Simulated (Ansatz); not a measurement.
**BFGeH₄O: shape, modes and thermochemistry**

Aim: relax BFGeH₄O from a cheap starting geometry, check the end point by its vibrations and derive ideal-gas thermochemistry.

The runs use Ansatz 0.2.0, Gaussian basis; RKS PBE0-D4/def2-TZVP.

The runs, in order: relaxation at PBE-D4/def2-SVP; relaxation at PBE0-D4/def2-TZVP; harmonic vibrations at the same level.

1 further run of the same task is left out (set aside as unsound or not needed).

## (1) The starting structure

SMILES `FB[O][GeH3]`, 8 atoms, charge 0, spin multiplicity 1.

Atoms are counted from 1 here; the program's logs count them from 0.

Bond lengths: F1–B2 1.510 Å, B2–O3 1.493 Å, B2–H5 1.177 Å, O3–Ge4 1.734 Å, Ge4–H6 1.552 Å, Ge4–H7 1.554 Å, Ge4–H8 1.584 Å. Angles: F1–B2–O3 121.1°, F1–B2–H5 119.0°, O3–B2–H5 119.8°, B2–O3–Ge4 102.2°, O3–Ge4–H6 113.3°, O3–Ge4–H7 112.7°, O3–Ge4–H8 106.6°, H6–Ge4–H7 110.6°, H6–Ge4–H8 105.8°, H7–Ge4–H8 107.3°.

As a file:

```mol
BFGeH4O
  3D, bonds by distance, orders not assigned

  8  7  0  0  0  0  0  0  0  0999 V2000
    2.1680   -1.1483   -0.2412 F   0  0
    1.3602    0.0945   -0.5286 B   0  0
    0.0031    0.0062   -1.1438 O   0  0
   -1.0278   -0.0300    0.2494 Ge  0  0
    1.8495    1.1488   -0.3405 H   0  0
   -0.9622    1.2686    1.0963 H   0  0
   -0.7843   -1.2782    1.1426 H   0  0
   -2.5144   -0.1188   -0.2899 H   0  0
  1  2  8  0
  2  3  8  0
  3  4  8  0
  2  5  8  0
  4  6  8  0
  4  7  8  0
  4  8  8  0
M  END
```

The start is a force-field geometry with small random shifts, so a cheaper pass at PBE-D4/def2-SVP comes first.

## (2) Optimising with PBE-D4/def2-SVP (cheap first pass)

Input file in.yaml:

```yaml
crystal:
  periodic: [false, false, false]
  atoms:
    - {symbol: F, position_ang: [2.168000, -1.148300, -0.241200]}
    - {symbol: B, position_ang: [1.360200, 0.094500, -0.528600]}
    - {symbol: O, position_ang: [0.003100, 0.006200, -1.143800]}
    - {symbol: Ge, position_ang: [-1.027800, -0.030000, 0.249400]}
    - {symbol: H, position_ang: [1.849500, 1.148800, -0.340500]}
    - {symbol: H, position_ang: [-0.962200, 1.268600, 1.096300]}
    - {symbol: H, position_ang: [-0.784300, -1.278200, 1.142600]}
    - {symbol: H, position_ang: [-2.514400, -0.118800, -0.289900]}
basis:
  gaussian: {orbitals: def2-SVP}
hamiltonian: {xc: pbe, dispersion: d4}
relax: {f_tol: 0.03, max_steps: 200}
```

On the command line:

```console
> ansatz run in.yaml --threads 2 --pin off --events-out ev --progress --plain --max-ram 4352MiB
```

The program printed, shortened:

```text
Functional definition: PBE
  name "PBE"
  cite "Perdew, Burke & Ernzerhof, Phys. Rev. Lett. 77, 3865 (1996) doi:10.1103/PhysRevLett.77.3865"
  parent pbe
[...]
1028 factors; their error is unknown
[...]
mean field -61999.23132966 eV, -2278.4297267765 hartree, gradient 3.6e-5 eV, S^2 0.000000; 0 other end points of the search recorded, 0 dependent functions left out
[...]
reference -61999.23136451 eV, -2278.4297280573 hartree; 29, 29 occupied and 65, 65 virtual orbitals, 1028 factors
relax step   1: F+E_penalty+E_count = -61999.36059691 eV  Δ(F+E_penalty+E_count) = +0.000e0 eV  max|allowed force component| = 5.147e0 eV/Å  Δτ_max = 0.0000 Å  (26 SCF iters, accepted)
[...]
relax step   4: F+E_penalty+E_count = -62000.51845761 eV  Δ(F+E_penalty+E_count) = -1.625e-1 eV  max|allowed force component| = 3.583e-1 eV/Å  Δτ_max = 0.2000 Å  (29 SCF iters, accepted)
[...]
relax step   7: F+E_penalty+E_count = -62000.67501999 eV  Δ(F+E_penalty+E_count) = -4.532e-2 eV  max|allowed force component| = 5.570e-1 eV/Å  Δτ_max = 0.1953 Å  (30 SCF iters, accepted)
[...]
relax step  10: F+E_penalty+E_count = -62000.77620755 eV  Δ(F+E_penalty+E_count) = -4.617e-3 eV  max|allowed force component| = 6.476e-2 eV/Å  Δτ_max = 0.0470 Å  (24 SCF iters, accepted)
[...]
relax step  11: F+E_penalty+E_count = -62000.77660949 eV  Δ(F+E_penalty+E_count) = -4.019e-4 eV  max|allowed force component| = 9.131e-2 eV/Å  Δτ_max = 0.0189 Å  (25 SCF iters, accepted)
[...]
relax step  12: F+E_penalty+E_count = -62000.77682923 eV  Δ(F+E_penalty+E_count) = -2.197e-4 eV  max|allowed force component| = 1.323e-2 eV/Å  Δτ_max = 0.0140 Å  (26 SCF iters, accepted)
1028 factors; their error is unknown
[...]
mean field -62000.65230601 eV, -2278.4819466942 hartree, gradient 7.8e-5 eV, S^2 0.000000; 1 other end points of the search recorded, 0 dependent functions left out
[...]
reference -62000.65234232 eV, -2278.4819480285 hartree; 29, 29 occupied and 65, 65 virtual orbitals, 1028 factors
Total energy: -62000.77686554 eV, -2278.4865241725 hartree
Atom 0 at     2.446386    -0.604217    -1.280501 Å, force     0.009648    -0.010258    -0.009282 eV/Å
Atom 1 at     1.472123    -0.015851    -0.577154 Å, force     0.008415     0.013067     0.003725 eV/Å
Atom 2 at     0.284651    -0.651696    -0.483577 Å, force    -0.013230    -0.003428     0.004886 eV/Å
Atom 3 at    -1.181645    -0.059893     0.424012 Å, force     0.002122     0.000596    -0.001018 eV/Å
Atom 4 at     1.708357     1.064781    -0.057386 Å, force    -0.009399     0.000327     0.001978 eV/Å
Atom 5 at    -0.892278     1.362074     0.966869 Å, force     0.002153     0.002671     0.001890 eV/Å
Atom 6 at    -1.413719    -1.082517     1.559693 Å, force     0.000147    -0.002490     0.000769 eV/Å
Atom 7 at    -2.331776    -0.069881    -0.607656 Å, force     0.000145    -0.000486    -0.002948 eV/Å
Dipole moment:    -0.469724     0.193006     0.290449 e Å
```

Run time: 18 s. Hardware: 2 threads of Arm Neoverse V2, shared host.

Along the way:

```
step  energy from step 1 (eV)  largest force component (eV/Å)
   1                   0.0000                          5.1468
   2                  -0.7069                          3.0176
   3                  -0.9954                          1.6849
   4                  -1.1579                          0.3583
   5                  -1.2232                          0.1700
   6                  -1.2691                          0.5295
   7                  -1.3144                          0.5570
   8                  -1.3888                          0.2668
   9                  -1.4110                          0.1426
  10                  -1.4156                          0.0648
  11                  -1.4160                          0.0913
  12                  -1.4162                          0.0132
```

Distances of close pairs at the start and the end, largest changes first:

| bond | before (Å) | after (Å) | change (Å) |
| --- | --- | --- | --- |
| F1–B2 | 1.510 | 1.338 | -0.172 |
| B2–O3 | 1.493 | 1.350 | -0.142 |
| O3–Ge4 | 1.734 | 1.823 | +0.090 |
| B2–H5 | 1.177 | 1.222 | +0.045 |
| Ge4–H8 | 1.584 | 1.545 | -0.039 |
| Ge4–H7 | 1.554 | 1.546 | -0.008 |
| Ge4–H6 | 1.552 | 1.549 | -0.002 |

## (3) Relaxation at PBE0-D4/def2-TZVP

Input file in.yaml:

```yaml
crystal:
  periodic: [false, false, false]
  atoms:
    - {symbol: F, position_ang: [2.446386, -0.604217, -1.280501]}
    - {symbol: B, position_ang: [1.472123, -0.015851, -0.577154]}
    - {symbol: O, position_ang: [0.284651, -0.651696, -0.483577]}
    - {symbol: Ge, position_ang: [-1.181645, -0.059893, 0.424012]}
    - {symbol: H, position_ang: [1.708357, 1.064781, -0.057386]}
    - {symbol: H, position_ang: [-0.892278, 1.362074, 0.966869]}
    - {symbol: H, position_ang: [-1.413719, -1.082517, 1.559693]}
    - {symbol: H, position_ang: [-2.331776, -0.069881, -0.607656]}
basis:
  gaussian: {orbitals: def2-TZVP}
hamiltonian: {xc: pbe0, dispersion: d4}
relax: {f_tol: 0.005, max_steps: 150}
```

Same command.

The program printed, shortened:

```text
Functional definition: PBE0
  name "PBE0"
  cite "Adamo & Barone, J. Chem. Phys. 110, 6158 (1999) doi:10.1063/1.478522"
  cite "Perdew, Burke & Ernzerhof, Phys. Rev. Lett. 77, 3865 (1996) doi:10.1103/PhysRevLett.77.3865"
  parent pbe
[...]
1053 factors; their error is unknown
[...]
mean field -62016.12121686 eV, -2279.0504186828 hartree, gradient 7.0e-5 eV, S^2 0.000000; 0 other end points of the search recorded, 0 dependent functions left out
[...]
reference -62016.12125002 eV, -2279.0504199014 hartree; 29, 29 occupied and 136, 136 virtual orbitals, 1053 factors
relax step   1: F+E_penalty+E_count = -62016.22585978 eV  Δ(F+E_penalty+E_count) = +0.000e0 eV  max|allowed force component| = 5.087e-1 eV/Å  Δτ_max = 0.0000 Å  (26 SCF iters, accepted)
[...]
reference -62016.14769217 eV, -2279.0513916325 hartree; 29, 29 occupied and 136, 136 virtual orbitals, 1053 factors
Total energy: -62016.25264097 eV, -2279.0552484298 hartree
Atom 0 at     2.430632    -0.608188    -1.252745 Å, force     0.001994     0.002105    -0.001201 eV/Å
Atom 1 at     1.456453    -0.009546    -0.577032 Å, force     0.000429     0.001836     0.002608 eV/Å
Atom 2 at     0.291770    -0.651038    -0.436441 Å, force    -0.000231    -0.001900     0.000057 eV/Å
Atom 3 at    -1.167964    -0.066565     0.427699 Å, force    -0.001466     0.002423     0.001151 eV/Å
Atom 4 at     1.675117     1.082287    -0.125475 Å, force     0.000442    -0.003636    -0.002444 eV/Å
Atom 5 at    -0.871355     1.330670     0.989412 Å, force    -0.000295    -0.000277     0.000122 eV/Å
Atom 6 at    -1.434252    -1.090459     1.535217 Å, force    -0.000473    -0.000195    -0.000143 eV/Å
Atom 7 at    -2.288303    -0.044362    -0.616335 Å, force    -0.000400    -0.000356    -0.000150 eV/Å
Dipole moment:    -0.475759     0.213135     0.292053 e Å
```

Run time: 36 s. Hardware: 2 threads of Arm Neoverse V2, shared host; peak memory 0.36 GiB.

The steps of the relaxation:

```csv
step,energy from step 1 (eV),largest force component (eV/Å)
1,0.0000,0.5087
2,-0.0234,0.2226
3,-0.0262,0.0718
4,-0.0266,0.0111
5,-0.0266,0.0348
6,-0.0267,0.0012
7,-0.0267,0.0139
8,-0.0267,0.0250
9,-0.0267,0.0089
10,-0.0267,0.0036
```

The force was under the threshold of 0.005 eV/Å already at step 6, but the program went on to step 10.

Distances of close pairs at the start and the end, largest changes first:

| bond | before (Å) | after (Å) | change (Å) |
| --- | --- | --- | --- |
| O3–Ge4 | 1.823 | 1.794 | -0.029 |
| B2–H5 | 1.222 | 1.202 | -0.021 |
| Ge4–H6 | 1.549 | 1.535 | -0.014 |
| Ge4–H7 | 1.546 | 1.532 | -0.014 |
| Ge4–H8 | 1.545 | 1.532 | -0.014 |
| B2–O3 | 1.350 | 1.337 | -0.013 |
| F1–B2 | 1.338 | 1.328 | -0.010 |

Mulliken charges of the relaxed molecule (report file):

```csv
atom,value (e)
F1,-0.24
B2,0.30
O3,-0.35
Ge4,0.28
H5,-0.03
H6,0.01
H7,0.01
H8,0.01
```

## (4) Force constants and modes

Input file in.yaml:

```yaml
crystal:
  periodic: [false, false, false]
  atoms:
    - {symbol: F, position_ang: [2.430632, -0.608188, -1.252745]}
    - {symbol: B, position_ang: [1.456453, -0.009546, -0.577032]}
    - {symbol: O, position_ang: [0.291770, -0.651038, -0.436441]}
    - {symbol: Ge, position_ang: [-1.167964, -0.066565, 0.427699]}
    - {symbol: H, position_ang: [1.675117, 1.082287, -0.125475]}
    - {symbol: H, position_ang: [-0.871355, 1.330670, 0.989412]}
    - {symbol: H, position_ang: [-1.434252, -1.090459, 1.535217]}
    - {symbol: H, position_ang: [-2.288303, -0.044362, -0.616335]}
basis:
  gaussian: {orbitals: def2-TZVP}
hamiltonian: {xc: pbe0, dispersion: d4}
phonons: {temperatures: {t_min: 298.15, t_max: 900, t_step: 200}}
```

Launched as before.

The program printed, shortened:

```text
Functional definition: PBE0
  name "PBE0"
  cite "Adamo & Barone, J. Chem. Phys. 110, 6158 (1999) doi:10.1063/1.478522"
  cite "Perdew, Burke & Ernzerhof, Phys. Rev. Lett. 77, 3865 (1996) doi:10.1103/PhysRevLett.77.3865"
  parent pbe
[...]
1053 factors; their error is unknown
[...]
mean field -62016.14766065 eV, -2279.0513904741 hartree, gradient 6.7e-5 eV, S^2 0.000000; 0 other end points of the search recorded, 0 dependent functions left out
[...]
reference -62016.14769370 eV, -2279.0513916887 hartree; 29, 29 occupied and 136, 136 virtual orbitals, 1053 factors
[...]
1053 factors; their error is unknown
mean field -62016.14760231 eV, -2279.0513883301 hartree, gradient 2.6e-6 eV, S^2 0.000000; 0 other end points of the search recorded, 0 dependent functions left out
[...]
reference -62016.14763535 eV, -2279.0513895446 hartree; 29, 29 occupied and 136, 136 virtual orbitals, 1053 factors
[...]
Atom 0 at     2.430632    -0.608188    -1.252745 Å, force     0.001986     0.002105    -0.001139 eV/Å
Atom 1 at     1.456453    -0.009546    -0.577032 Å, force     0.000448     0.001850     0.002504 eV/Å
Atom 2 at     0.291770    -0.651038    -0.436441 Å, force    -0.000273    -0.001902     0.000070 eV/Å
Atom 3 at    -1.167964    -0.066565     0.427699 Å, force    -0.001423     0.002440     0.001157 eV/Å
Atom 4 at     1.675117     1.082287    -0.125475 Å, force     0.000449    -0.003634    -0.002430 eV/Å
Atom 5 at    -0.871355     1.330670     0.989412 Å, force    -0.000291    -0.000284     0.000138 eV/Å
Atom 6 at    -1.434252    -1.090459     1.535217 Å, force    -0.000499    -0.000193    -0.000165 eV/Å
Atom 7 at    -2.288303    -0.044362    -0.616335 Å, force    -0.000396    -0.000383    -0.000134 eV/Å
Dipole moment:    -0.475760     0.213136     0.292054 e Å
Vibrations: 63.28 116.70 162.38 376.16 634.37 644.45 753.48 859.15 868.94 876.28 925.29 1106.67 1209.01 1450.85 2173.58 2191.64 2193.63 2600.74 cm⁻¹, zero-point energy 1.190658 eV
```

Wall time 98 s (2 threads of Arm Neoverse V2, shared host); peak memory 0.35 GiB.

Motions are named by where the mode's potential energy lies. Wavenumbers, unscaled:

```csv
mode,cm⁻¹,motion
1,63,torsion
2,117,torsion
3,162,bend
4,376,bend with Ge–O stretch
5,634,bend
6,644,bend
7,753,Ge–O stretch with bend
8,859,bend
9,869,bend
10,876,bend
11,925,out-of-plane bend with torsion
12,1107,bend
13,1209,B–F and B–O stretch
14,1451,B–O and B–F stretch
15,2174,Ge–H stretch
16,2192,Ge–H stretch
17,2194,Ge–H stretch
18,2601,B–H stretch
```

Ideal gas, rigid rotor and harmonic oscillator at 298.15 K and 1 bar, with symmetry number 1:

| term | value |
| --- | --- |
| zero-point energy | 114.9 kJ/mol |
| H(298) − E | 133.0 kJ/mol |
| entropy, translation | 168.8 J/(mol K) |
| entropy, rotation | 107.0 J/(mol K) |
| entropy, vibration | 53.7 J/(mol K) |
| entropy, total | 329.4 J/(mol K) |

## (5) Outcome

```
                  quantity            value
               point group               Cs
                     steps          12 + 10
shift from the start (rms)          0.647 Å
              total energy   -62016.2526 eV
           dispersion term         -105 meV
             dipole moment           2.87 D
lowest, highest wavenumber    63, 2601 cm⁻¹
         zero-point energy     114.9 kJ/mol
       entropy at 298.15 K  329.4 J/(mol K)
```

**Reading.** The relaxed geometry lies 0.65 Å (rms) from the start; the bond that changed most is F1–B2, from 1.510 to 1.328 Å. All wavenumbers are real, so the end point is a minimum. The stiffest mode, 2601 cm⁻¹, is a B–H stretch, and 3 modes under 200 cm⁻¹ make the vibrational entropy uncertain. Harmonic hybrid wavenumbers usually lie a few per cent above measured fundamentals. The largest Mulliken charge, -0.35 e, sits on O3.
